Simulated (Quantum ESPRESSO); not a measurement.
# Si (I4_1/amd) in Quantum ESPRESSO: a series of runs

One crystal, Si, is run at these levels: PBE, LDA; tasks: phonons.

All numbers are computed with Quantum ESPRESSO 7.5; they aren't measurements. Logs are shortened: lines on timing, memory, paths and dates and some standing lists are left out, and cuts for length are marked.

### Step 1. The structure

Symmetry: I4_1/amd, No. 141, tetragonal system. The conventional cell has a = 3.821 Å, b = 3.821 Å, c = 5.452 Å, α = 90.00°, β = 90.00°, γ = 90.00°. Si (site symmetry -4m2) has 4 Si at 2.35 Å as nearest neighbours.

### Step 2. Phonons, PBE

The input, pw.in:

```
&CONTROL
  calculation = 'scf'
  prefix = 'pwscf'
  outdir = './tmp'
  pseudo_dir = './pseudo'
  tprnfor = .true.
  tstress = .true.
  disk_io = 'low'
/
&SYSTEM
  ibrav = 0
  celldm(1) = 8
  nat = 2
  ntyp = 1
  ecutwfc = 36
  nbnd = 9
  occupations = 'smearing'
  smearing = 'fd'
  degauss = 0.00073499
/
&ELECTRONS
  conv_thr = 4d-10
  electron_maxstep = 120
  mixing_beta = 0.5
/
ATOMIC_SPECIES
Si    28.0850 Si.upf
CELL_PARAMETERS alat
  0.0000000000000   0.6382366918705   0.6439198849258
  0.6382366918705   0.0000000000000   0.6439198849258
  0.6382366918705   0.6382366918705   0.0000000000000
ATOMIC_POSITIONS crystal
Si     0.0000000000    0.0000000000    0.0000000000
Si     0.2500000000    0.2500000000    0.2500000000
K_POINTS automatic
10 10 10 1 1 1
```

The input, scf2.in:

```
&CONTROL
  calculation = 'scf'
  prefix = 'pwscf'
  outdir = './tmp'
  pseudo_dir = './pseudo'
  tprnfor = .true.
  tstress = .true.
  disk_io = 'low'
/
&SYSTEM
  ibrav = 0
  celldm(1) = 8
  nat = 2
  ntyp = 1
  ecutwfc = 36
  nbnd = 9
  occupations = 'fixed'
/
&ELECTRONS
  conv_thr = 1d-13
  electron_maxstep = 120
  mixing_beta = 0.5
  startingpot = 'file'
  startingwfc = 'file'
/
ATOMIC_SPECIES
Si    28.0850 Si.upf
CELL_PARAMETERS alat
  0.0000000000000   0.6382366918705   0.6439198849258
  0.6382366918705   0.0000000000000   0.6439198849258
  0.6382366918705   0.6382366918705   0.0000000000000
ATOMIC_POSITIONS crystal
Si     0.0000000000    0.0000000000    0.0000000000
Si     0.2500000000    0.2500000000    0.2500000000
K_POINTS automatic
10 10 10 1 1 1
```

The input, ph.in:

```
phonons of Si
&INPUTPH
  prefix = 'pwscf'
  outdir = './tmp'
  tr2_ph = 1d-18
  fildyn = 'dyn'
  niter_ph = 90
  alpha_mix(1) = 0.7
  epsil = .true.
/
0.0000000000 0.0000000000 0.0000000000
```

The input, dynmat.in:

```
&INPUT
  fildyn = 'dyn'
  asr = 'crystal'
  lperm = .true.
  filout = 'dynmat.disp'
  fileig = 'dynmat.eig'
/
```

The input, dynmat_lo.in:

```
&INPUT
  fildyn = 'dyn'
  asr = 'crystal'
  filout = 'dynmat_lo.disp'
  fileig = 'dynmat_lo.eig'
  q(1) = 0
  q(2) = 0
  q(3) = 1
/
```

Potentials or basis: PseudoDojo 0.4.1 SR PBE standard.

On the command line:

```
OMP_NUM_THREADS=1 pw.x -in pw.in > pw.out
OMP_NUM_THREADS=1 pw.x -in scf2.in > scf2.out
OMP_NUM_THREADS=1 ph.x -in ph.in > ph.out
OMP_NUM_THREADS=1 dynmat.x -in dynmat.in > dynmat.out
OMP_NUM_THREADS=1 dynmat.x -in dynmat_lo.in > dynmat_lo.out
```

pw.out:

```text
This program is part of the open-source Quantum ESPRESSO suite
     for quantum simulation of materials; please cite
[... 9 lines left out ...]
     --------------------
     sticks:   dense  smooth     PW     G-vecs:    dense   smooth      PW
     Sum         513     513    163                 7807     7807    1459

     Using Slab Decomposition

     bravais-lattice index     =            0
     lattice parameter (alat)  =       8.0000  a.u.
     unit-cell volume          =     268.5934 (a.u.)^3
     number of atoms/cell      =            2
     number of atomic types    =            1
     number of electrons       =         8.00
     number of Kohn-Sham states=            9
     kinetic-energy cutoff     =      36.0000  Ry
     charge density cutoff     =     144.0000  Ry
     scf convergence threshold =      4.0E-10
     mixing beta               =       0.5000
     number of iterations used =            8  plain     mixing
     Exchange-correlation= PBE
                           (   1   4   3   4   0   0   0)

     celldm(1)=   8.000000  celldm(2)=   0.000000  celldm(3)=   0.000000
     celldm(4)=   0.000000  celldm(5)=   0.000000  celldm(6)=   0.000000

     crystal axes: (cart. coord. in units of alat)
               a(1) = (   0.000000   0.638237   0.643920 )
               a(2) = (   0.638237   0.000000   0.643920 )
               a(3) = (   0.638237   0.638237   0.000000 )

     reciprocal axes: (cart. coord. in units 2 pi/alat)
               b(1) = ( -0.783408  0.783408  0.776494 )
               b(2) = (  0.783408 -0.783408  0.776494 )
               b(3) = (  0.783408  0.783408 -0.776494 )

     PseudoPot. # 1 for Si read from file:
     Si.upf
     Pseudo is Norm-conserving + core correction, Zval =  4.0
     Generated using ONCVPSP code by D. R. Hamann
     Using radial grid of 1510 points,  6 beta functions with:
                l(1) =   0
                l(2) =   0
                l(3) =   1
                l(4) =   1
                l(5) =   2
                l(6) =   2

     atomic species   valence    mass     pseudopotential
     Si                4.00    28.08500     Si( 1.00)

     16 Sym. Ops., with inversion, found ( 8 have fractional translation)

   Cartesian axes

     site n.     atom                  positions (alat units)
         1        Si     tau(   1) = (   0.0000000   0.0000000   0.0000000  )
         2        Si     tau(   2) = (   0.3191183   0.3191183   0.3219599  )

     number of k points=   275  Fermi-Dirac smearing, width (Ry)=  0.0007

     Number of k-points >= 100: set verbosity='high' to print them.

     Dense  grid:     7807 G-vectors     FFT dimensions: (  32,  32,  32)

     Initial potential from superposition of free atoms

     starting charge       7.9988, renormalised to       8.0000
     Starting wfcs are    8 randomized atomic wfcs +    1 random wfcs

     Self-consistent Calculation

     iteration #  1     ecut=    36.00 Ry     beta= 0.50
     Davidson diagonalization with overlap
     ethr =  1.00E-02,  avg # of iterations =  6.3

     Threshold (ethr) on eigenvalues was too large:
     Diagonalizing with lowered threshold

     Davidson diagonalization with overlap
     ethr =  6.77E-04,  avg # of iterations =  1.5

     total energy              =     -16.92465184 Ry
     estimated scf accuracy    <       0.05687878 Ry

     iteration #  2     ecut=    36.00 Ry     beta= 0.50
     Davidson diagonalization with overlap
     ethr =  7.11E-04,  avg # of iterations =  1.0

     total energy              =     -16.92410215 Ry
     estimated scf accuracy    <       0.00960660 Ry

     iteration #  3     ecut=    36.00 Ry     beta= 0.50
     Davidson diagonalization with overlap
     ethr =  1.20E-04,  avg # of iterations =  3.0

     total energy              =     -16.92453985 Ry
     estimated scf accuracy    <       0.00013556 Ry

     iteration #  4     ecut=    36.00 Ry     beta= 0.50
     Davidson diagonalization with overlap
     c_bands:  1 eigenvalues not converged
     c_bands:  1 eigenvalues not converged
     c_bands:  1 eigenvalues not converged
     c_bands:  1 eigenvalues not converged
     c_bands:  1 eigenvalues not converged
     c_bands:  1 eigenvalues not converged
[... 8 lines left out ...]
     c_bands:  1 eigenvalues not converged
     c_bands:  1 eigenvalues not converged
     ethr =  1.69E-06,  avg # of iterations =  8.0

     total energy              =     -16.92455323 Ry
     estimated scf accuracy    <       0.00000084 Ry

     iteration #  5     ecut=    36.00 Ry     beta= 0.50
     Davidson diagonalization with overlap
     ethr =  1.05E-08,  avg # of iterations =  2.8

     total energy              =     -16.92455377 Ry
     estimated scf accuracy    <       0.00000004 Ry

     iteration #  6     ecut=    36.00 Ry     beta= 0.50
     Davidson diagonalization with overlap
     ethr =  5.43E-10,  avg # of iterations =  2.1

     total energy              =     -16.92455378 Ry
     estimated scf accuracy    <          8.1E-10 Ry

     iteration #  7     ecut=    36.00 Ry     beta= 0.50
     Davidson diagonalization with overlap
     ethr =  1.01E-11,  avg # of iterations =  3.4

     End of self-consistent calculation

     Number of k-points >= 100: set verbosity='high' to print the bands.

     the Fermi energy is     6.5834 ev

!    total energy              =     -16.92455378 Ry
     estimated scf accuracy    <          6.1E-11 Ry
     smearing contrib. (-TS)   =      -0.00000000 Ry
     internal energy E=F+TS    =     -16.92455378 Ry

     The total energy is F=E-TS. E is the sum of the following terms:
     one-electron contribution =       5.00665368 Ry
     hartree contribution      =       1.08979420 Ry
     xc contribution           =      -6.19035580 Ry
     ewald contribution        =     -16.83064586 Ry

     convergence has been achieved in   7 iterations

     Forces acting on atoms (cartesian axes, Ry/au):

     atom    1 type  1   force =     0.00000000    0.00000000   -0.00000000
     atom    2 type  1   force =     0.00000000    0.00000000    0.00000000

     Total force =     0.000000     Total SCF correction =     0.000000

     Computing stress (Cartesian axis) and pressure

          total   stress  (Ry/bohr**3)                   (kbar)     P=       25.11
   0.00019034   0.00000000  -0.00000000           28.00        0.00       -0.00
   0.00000000   0.00019034  -0.00000000            0.00       28.00       -0.00
   0.00000000  -0.00000000   0.00013130            0.00       -0.00       19.31

=------------------------------------------------------------------------------=
   JOB DONE.
=------------------------------------------------------------------------------=
```

It took 6.4 min on 1 thread of Intel Xeon Platinum 8375C at 2.90GHz (Ice Lake), shared host; peak memory 0.07 GiB.

Results:

```
Free energy                             : -230.2703 eV
Pressure after relaxing                 : 2.5 GPa
Electronic dielectric tensor (diagonal) : 12.81, 12.81, 12.98
Born charges (mean of the diagonal)     : Si +0.00 e
Highest phonon frequency at Γ           : 518 cm⁻¹
Static dielectric tensor (diagonal)     : 12.81, 12.81, 12.98
```

Phonon frequencies in cm⁻¹ (negative: imaginary):
```tsv
q point	frequencies
(0.000, 0.000, 0.000)	-1 -1 -1 516 516 518
```

Electronic dielectric tensor:
```
12.81  0.00  0.00
 0.00 12.81  0.00
 0.00  0.00 12.98
```

Born effective charge tensors (e):
atom 1, Si
```
0.00 0.00 0.00
0.00 0.00 0.00
0.00 0.00 0.00
```
atom 2, Si
```
0.00 0.00 0.00
0.00 0.00 0.00
0.00 0.00 0.00
```

Optical modes at Γ, degenerate ones joined, polar ones without the macroscopic field:
```tsv
cm⁻¹	components	symmetry	active in	IR intensity, summed ((D/Å)²/amu)
516	2	Eg	Raman	0.00
518	1	B2g	Raman	0.00
```

Static dielectric tensor, electrons and zone-centre modes:
```
12.81  0.00  0.00
 0.00 12.81  0.00
 0.00  0.00 12.98
```

### Step 3. Phonons, LDA

pw.in, as its differences from that of step 2:

```diff
@@ -14,3 +14,3 @@
   ntyp = 1
-  ecutwfc = 36
+  ecutwfc = 32
   nbnd = 9
```

scf2.in, as its differences from that of step 2:

```diff
@@ -14,3 +14,3 @@
   ntyp = 1
-  ecutwfc = 36
+  ecutwfc = 32
   nbnd = 9
```

ph.in is that of step 2.

dynmat.in is that of step 2.

dynmat_lo.in is that of step 2.

Potentials or basis: PseudoDojo 0.4.1 SR LDA standard.

On the command line:

```
OMP_NUM_THREADS=1 pw.x -in pw.in > pw.out
OMP_NUM_THREADS=1 pw.x -in scf2.in > scf2.out
OMP_NUM_THREADS=1 ph.x -in ph.in > ph.out
OMP_NUM_THREADS=1 dynmat.x -in dynmat.in > dynmat.out
OMP_NUM_THREADS=1 dynmat.x -in dynmat_lo.in > dynmat_lo.out
```

pw.out:

```text
This program is part of the open-source Quantum ESPRESSO suite
     for quantum simulation of materials; please cite
[... 9 lines left out ...]
     --------------------
     sticks:   dense  smooth     PW     G-vecs:    dense   smooth      PW
     Sum         459     459    155                 6519     6519    1259

     Using Slab Decomposition

     bravais-lattice index     =            0
     lattice parameter (alat)  =       8.0000  a.u.
     unit-cell volume          =     268.5934 (a.u.)^3
     number of atoms/cell      =            2
     number of atomic types    =            1
     number of electrons       =         8.00
     number of Kohn-Sham states=            9
     kinetic-energy cutoff     =      32.0000  Ry
     charge density cutoff     =     128.0000  Ry
     scf convergence threshold =      4.0E-10
     mixing beta               =       0.5000
     number of iterations used =            8  plain     mixing
     Exchange-correlation= SLA  PW   NOGX NOGC
                           (   1   4   0   0   0   0   0)

     celldm(1)=   8.000000  celldm(2)=   0.000000  celldm(3)=   0.000000
     celldm(4)=   0.000000  celldm(5)=   0.000000  celldm(6)=   0.000000

     crystal axes: (cart. coord. in units of alat)
               a(1) = (   0.000000   0.638237   0.643920 )
               a(2) = (   0.638237   0.000000   0.643920 )
               a(3) = (   0.638237   0.638237   0.000000 )

     reciprocal axes: (cart. coord. in units 2 pi/alat)
               b(1) = ( -0.783408  0.783408  0.776494 )
               b(2) = (  0.783408 -0.783408  0.776494 )
               b(3) = (  0.783408  0.783408 -0.776494 )

     PseudoPot. # 1 for Si read from file:
     Si.upf
     Pseudo is Norm-conserving + core correction, Zval =  4.0
     Generated using ONCVPSP code by D. R. Hamann
     Using radial grid of 1510 points,  6 beta functions with:
                l(1) =   0
                l(2) =   0
                l(3) =   1
                l(4) =   1
                l(5) =   2
                l(6) =   2

     atomic species   valence    mass     pseudopotential
     Si                4.00    28.08500     Si( 1.00)

     16 Sym. Ops., with inversion, found ( 8 have fractional translation)

   Cartesian axes

     site n.     atom                  positions (alat units)
         1        Si     tau(   1) = (   0.0000000   0.0000000   0.0000000  )
         2        Si     tau(   2) = (   0.3191183   0.3191183   0.3219599  )

     number of k points=   275  Fermi-Dirac smearing, width (Ry)=  0.0007

     Number of k-points >= 100: set verbosity='high' to print them.

     Dense  grid:     6519 G-vectors     FFT dimensions: (  32,  32,  32)

     Initial potential from superposition of free atoms

     starting charge       7.9989, renormalised to       8.0000
     Starting wfcs are    8 randomized atomic wfcs +    1 random wfcs

     Self-consistent Calculation

     iteration #  1     ecut=    32.00 Ry     beta= 0.50
     Davidson diagonalization with overlap
     ethr =  1.00E-02,  avg # of iterations =  6.5

     Threshold (ethr) on eigenvalues was too large:
     Diagonalizing with lowered threshold

     Davidson diagonalization with overlap
     ethr =  7.06E-04,  avg # of iterations =  1.3

     total energy              =     -17.05085512 Ry
     estimated scf accuracy    <       0.05944427 Ry

     iteration #  2     ecut=    32.00 Ry     beta= 0.50
     Davidson diagonalization with overlap
     ethr =  7.43E-04,  avg # of iterations =  1.0

     total energy              =     -17.05003371 Ry
     estimated scf accuracy    <       0.00902008 Ry

     iteration #  3     ecut=    32.00 Ry     beta= 0.50
     Davidson diagonalization with overlap
     ethr =  1.13E-04,  avg # of iterations =  3.5

     total energy              =     -17.05055397 Ry
     estimated scf accuracy    <       0.00016524 Ry

     iteration #  4     ecut=    32.00 Ry     beta= 0.50
     Davidson diagonalization with overlap
     c_bands:  1 eigenvalues not converged
     c_bands:  1 eigenvalues not converged
     c_bands:  1 eigenvalues not converged
     c_bands:  1 eigenvalues not converged
     c_bands:  1 eigenvalues not converged
     c_bands:  1 eigenvalues not converged
     c_bands:  1 eigenvalues not converged
     ethr =  2.07E-06,  avg # of iterations =  7.4

     total energy              =     -17.05057339 Ry
     estimated scf accuracy    <       0.00000097 Ry

     iteration #  5     ecut=    32.00 Ry     beta= 0.50
     Davidson diagonalization with overlap
     ethr =  1.22E-08,  avg # of iterations =  2.5

     total energy              =     -17.05057389 Ry
     estimated scf accuracy    <       0.00000002 Ry

     iteration #  6     ecut=    32.00 Ry     beta= 0.50
     Davidson diagonalization with overlap
     ethr =  2.98E-10,  avg # of iterations =  2.6

     total energy              =     -17.05057389 Ry
     estimated scf accuracy    <          2.3E-09 Ry

     iteration #  7     ecut=    32.00 Ry     beta= 0.50
     Davidson diagonalization with overlap
     ethr =  2.87E-11,  avg # of iterations =  2.0

     End of self-consistent calculation

     Number of k-points >= 100: set verbosity='high' to print the bands.

     the Fermi energy is     6.2745 ev

!    total energy              =     -17.05057390 Ry
     estimated scf accuracy    <          2.0E-11 Ry
     smearing contrib. (-TS)   =      -0.00000000 Ry
     internal energy E=F+TS    =     -17.05057390 Ry

     The total energy is F=E-TS. E is the sum of the following terms:
     one-electron contribution =       4.89475534 Ry
     hartree contribution      =       1.08980208 Ry
     xc contribution           =      -6.20448544 Ry
     ewald contribution        =     -16.83064587 Ry

     convergence has been achieved in   7 iterations

     Forces acting on atoms (cartesian axes, Ry/au):

     atom    1 type  1   force =     0.00000000    0.00000000   -0.00000000
     atom    2 type  1   force =     0.00000000    0.00000000    0.00000000

     Total force =     0.000000     Total SCF correction =     0.000000

     Computing stress (Cartesian axis) and pressure

          total   stress  (Ry/bohr**3)                   (kbar)     P=      -13.58
  -0.00007245  -0.00000000   0.00000000          -10.66       -0.00        0.00
  -0.00000000  -0.00007245  -0.00000000           -0.00      -10.66       -0.00
   0.00000000   0.00000000  -0.00013207            0.00        0.00      -19.43

=------------------------------------------------------------------------------=
   JOB DONE.
=------------------------------------------------------------------------------=
```

scf2.out:

```text
This program is part of the open-source Quantum ESPRESSO suite
     for quantum simulation of materials; please cite
[... 9 lines left out ...]
     --------------------
     sticks:   dense  smooth     PW     G-vecs:    dense   smooth      PW
     Sum         459     459    155                 6519     6519    1259
[... 117 lines left out ...]
  -0.00007246   0.00000000   0.00000000          -10.66        0.00        0.00
   0.00000000  -0.00007246  -0.00000000            0.00      -10.66       -0.00
   0.00000000  -0.00000000  -0.00013207            0.00       -0.00      -19.43

=------------------------------------------------------------------------------=
   JOB DONE.
=------------------------------------------------------------------------------=
```

Wall time 6.1 min (1 thread of Intel Xeon Platinum 8375C at 2.90GHz (Ice Lake), shared host); peak memory 0.07 GiB.

Results:

| Item | Value |
| --- | --- |
| Free energy | -231.9849 eV |
| Pressure after relaxing | -1.4 GPa |
| Electronic dielectric tensor (diagonal) | 13.20, 13.20, 13.37 |
| Born charges (mean of the diagonal) | Si +0.00 e |
| Highest phonon frequency at Γ | 507 cm⁻¹ |
| Static dielectric tensor (diagonal) | 13.20, 13.20, 13.37 |

Stress tensor (GPa, compression positive):
```
-1.07  0.00  0.00
 0.00 -1.07  0.00
 0.00  0.00 -1.94
```

Levels at points of the mesh, in eV from the valence-band top:
```
           k point  band 1  band 2  band 3  band 4  band 5  band 6  band 7  band 8
(0.05, 0.05, 0.05)  -11.93   -0.33   -0.04    0.00    2.62    2.64    2.67    3.52
```

Phonon frequencies in cm⁻¹ (negative: imaginary):
```csv
q point,frequencies
"(0.000, 0.000, 0.000)",0 0 0 506 506 507
```

Electronic dielectric tensor:
```
13.20  0.00  0.00
 0.00 13.20  0.00
 0.00  0.00 13.37
```

Born effective charge tensors (e):
atom 1, Si
```
0.00 0.00 0.00
0.00 0.00 0.00
0.00 0.00 0.00
```
atom 2, Si
```
0.00 0.00 0.00
0.00 0.00 0.00
0.00 0.00 0.00
```

Optical modes at Γ, degenerate ones joined, polar ones without the macroscopic field:
| cm⁻¹ | components | symmetry | active in | IR intensity, summed ((D/Å)²/amu) |
| --- | --- | --- | --- | --- |
| 506 | 2 | Eg | Raman | 0.00 |
| 507 | 1 | B2g | Raman | 0.00 |

Static dielectric tensor, electrons and zone-centre modes:
```
13.20  0.00  0.00
 0.00 13.20  0.00
 0.00  0.00 13.37
```
